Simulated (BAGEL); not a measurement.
# NEVPT2(2,2)/aug-cc-pVTZ (density fitting with cc-pvqz-jkfit) run of H2 (SMILES [H][H])

Aim: the vertical singlet–triplet gap of H2 at NEVPT2(2,2)/aug-cc-pVTZ (density fitting with cc-pvqz-jkfit), from 2 runs. 

Program for the calculation: BAGEL 1.2.2.

## Step 1: The molecule

H2 has 2 atoms, charge 0, and is taken as a singlet. As SMILES, `[H][H]`. Geometry: relaxed at PBE0-D4/def2-TZVP.

Bond lengths: H1–H2 0.746 Å.

## Step 2: A single-point energy at NEVPT2(2,2)/aug-cc-pVTZ (density fitting with cc-pvqz-jkfit)

Input file nevpt2.json:

```json
{ "bagel": [

{
  "title": "molecule",
  "basis": "aug-cc-pvtz.json",
  "df_basis": "cc-pvqz-jkfit",
  "angstrom": true,
  "geometry": [
    { "atom": "H", "xyz": [       0.319300,      -0.099200,       0.165500 ] },
    { "atom": "H", "xyz": [      -0.319300,       0.099200,      -0.165500 ] }
  ]
},

{ "title": "hf" },

{ "title": "casscf", "nstate": 1, "nact": 2, "nclosed": 0, "maxiter": 200, "natocc": true },

{ "title": "nevpt2", "nstate": 1, "nact": 2, "nclosed": 0, "maxiter": 200, "natocc": true, "frozen": false }

]}
```

The basis set aug-cc-pVTZ is read from a file made from the Basis Set Exchange's data (not shown).

Command:

```sh
BAGEL_NUM_THREADS=1 BAGEL nevpt2.json > nevpt2.out
```

The log of the run:

```text
* using 1 threads per process

  ===============================================================
  ===============================================================

  *** Geometry ***

  { "atom" : "H", "xyz" : [      0.603390,     -0.187461,      0.312750 ] },
  { "atom" : "H", "xyz" : [     -0.603390,      0.187461,     -0.312750 ] },

  Number of auxiliary basis functions:      102

  Since a DF basis is specified, we compute 2- and 3-index integrals:
    o Being stored without compression. Storage requirement is 0.002 GB

  Number of basis functions:       46
  Number of electrons      :        2

    * METHOD: MOLECULE                             0.01

  *** RHF ***

  === Nuclear Repulsion ===
     0.7092142410

      * DIIS with orbital gradients will be used.

  === RHF iteration (aug-cc-pvtz.json) ===
      0         -1.12772890          0.00682777           0.00
      1         -1.13264606          0.00162958           0.00
      2         -1.13296055          0.00003302           0.00
      3         -1.13296072          0.00000236           0.00
      4         -1.13296072          0.00000026           0.00
      5         -1.13296072          0.00000002           0.00
      6         -1.13296072          0.00000000           0.00
    * SCF iteration converged.

    * Permanent dipole moment:
           (   -0.000000,     0.000000,    -0.000000) a.u.

    * METHOD: HF                                   0.01

  ---------------------------
      CASSCF calculation
  ---------------------------

    * nstate   :      1
    * nclosed  :      0
    * nact     :      2
    * nvirt    :     44
  === CASSCF iteration (aug-cc-pvtz.json) ===

    * Using the second-order algorithm

      0  0        -1.13297047     2.56e-05      0.00

      1  0        -1.13327613     3.92e-04      0.00

      2  0        -1.14613496     5.66e-03      0.00

      3  0        -1.15140360     1.22e-03      0.00

      4  0        -1.15154821     2.57e-04      0.00

      5  0        -1.15155187     3.92e-05      0.00

      6  0        -1.15155195     5.80e-06      0.00

      7  0        -1.15155195     8.55e-07      0.00

      8  0        -1.15155195     1.26e-07      0.00

      9  0        -1.15155195     1.86e-08      0.00

     10  0        -1.15155195     2.82e-09      0.00

    * Second-order optimization converged. *

     guess   0:   closed 1.                   open ..

  === FCI iteration ===

      0  0        -1.13267300     8.49e-02      0.00
      1  0 *      -1.15155195     7.75e-14      0.00

     * ci vector, state   0, <S^2> = 0.0000
       2.    -0.9938828466
       .2     0.1104395182

    * METHOD: CASSCF                               0.03

  === DF-NEVPT2 calculation ===

    * 3-index integral transformation done
    * assembly done

      NEVPT2 correlation energy:   -0.0146548116      0.01

          (+0)      0.0000000000
          (+0)'     0.0000000000
          (+1)      0.0000000000
          (+1)'     0.0000000000
          (+2)      0.0000000000
          (-1)      0.0000000000
          (-1)'     0.0000000000
          (-2)     -0.0146548116

      NEVPT2 total energy:         -1.1662067643

    * METHOD: NEVPT2                               0.01

  ===============================================================
```

Wall time 0.22 s (1 thread of Arm Neoverse V2, shared host).

## Step 3: The triplet, same level

Input file job.json:

```json
{ "bagel": [

{
  "title": "molecule",
  "basis": "aug-cc-pvtz.json",
  "df_basis": "cc-pvqz-jkfit",
  "angstrom": true,
  "geometry": [
    { "atom": "H", "xyz": [    0.319300,   -0.099200,    0.165500 ] },
    { "atom": "H", "xyz": [   -0.319300,    0.099200,   -0.165500 ] }
  ]
},
{
  "title": "hf"
},
{
  "title": "casscf",
  "nstate": 1,
  "nact": 2,
  "nclosed": 0,
  "nspin": 2,
  "maxiter": 200,
  "natocc": true
},
{
  "title": "nevpt2",
  "nstate": 1,
  "nact": 2,
  "nclosed": 0,
  "nspin": 2,
  "maxiter": 200,
  "natocc": true,
  "frozen": false
}

]}
```

The basis set aug-cc-pVTZ is read from a file made from the Basis Set Exchange's data (not shown).

Command:

```sh
BAGEL_NUM_THREADS=1 BAGEL job.json > job.out
```

The log of the run:

```text
* using 1 threads per process

  ===============================================================
  ===============================================================

  *** Geometry ***

  { "atom" : "H", "xyz" : [      0.603390,     -0.187461,      0.312750 ] },
  { "atom" : "H", "xyz" : [     -0.603390,      0.187461,     -0.312750 ] },

  Number of auxiliary basis functions:      102

  Since a DF basis is specified, we compute 2- and 3-index integrals:
    o Being stored without compression. Storage requirement is 0.002 GB

  Number of basis functions:       46
  Number of electrons      :        2

    * METHOD: MOLECULE                             0.01

  *** RHF ***

  === Nuclear Repulsion ===
     0.7092142410

      * DIIS with orbital gradients will be used.

  === RHF iteration (aug-cc-pvtz.json) ===
      0         -1.12772890          0.00682777           0.00
      1         -1.13264606          0.00162958           0.00
      2         -1.13296055          0.00003302           0.00
      3         -1.13296072          0.00000236           0.00
      4         -1.13296072          0.00000026           0.00
      5         -1.13296072          0.00000002           0.00
      6         -1.13296072          0.00000000           0.00
    * SCF iteration converged.

    * Permanent dipole moment:
           (   -0.000000,     0.000000,    -0.000000) a.u.

    * METHOD: HF                                   0.01

  ---------------------------
      CASSCF calculation
  ---------------------------

    * nstate   :      1
    * nclosed  :      0
    * nact     :      2
    * nvirt    :     44
  === CASSCF iteration (aug-cc-pvtz.json) ===

    * Using the second-order algorithm

      0  0        -0.64862212     4.05e-02      0.00

      1  0        -0.77967087     7.63e-03      0.00

      2  0        -0.78050800     8.07e-06      0.00

      3  0        -0.78050800     1.16e-10      0.00

    * Second-order optimization converged. *

     guess   0:   closed ..                   open 11

  === FCI iteration ===

      0  0 *      -0.78050800     0.00e+00      0.00

     * ci vector, state   0, <S^2> = 2.0000
       aa     1.0000000000

    * METHOD: CASSCF                               0.01

  === DF-NEVPT2 calculation ===

    * 3-index integral transformation done
    * assembly done

      NEVPT2 correlation energy:   -0.0034138325      0.01

          (+0)      0.0000000000
          (+0)'     0.0000000000
          (+1)      0.0000000000
          (+1)'     0.0000000000
          (+2)      0.0000000000
          (-1)      0.0000000000
          (-1)'     0.0000000000
          (-2)     -0.0034138325

      NEVPT2 total energy:         -0.7839218357

    * METHOD: NEVPT2                               0.01

  ===============================================================
```

Run time: 0.2 s. Hardware: 1 thread of Arm Neoverse V2, shared host.

## Step 4: Summary of results

At NEVPT2(2,2)/aug-cc-pVTZ (density fitting with cc-pvqz-jkfit):

| quantity | value |
| --- | --- |
| singlet: total energy | -1.16621 Eh |
| triplet: total energy | -0.78392 Eh |
| vertical energy of the triplet above the singlet | 10.403 eV |

What this shows: At this shape the triplet lies 10.40 eV (240 kcal/mol) above the singlet.
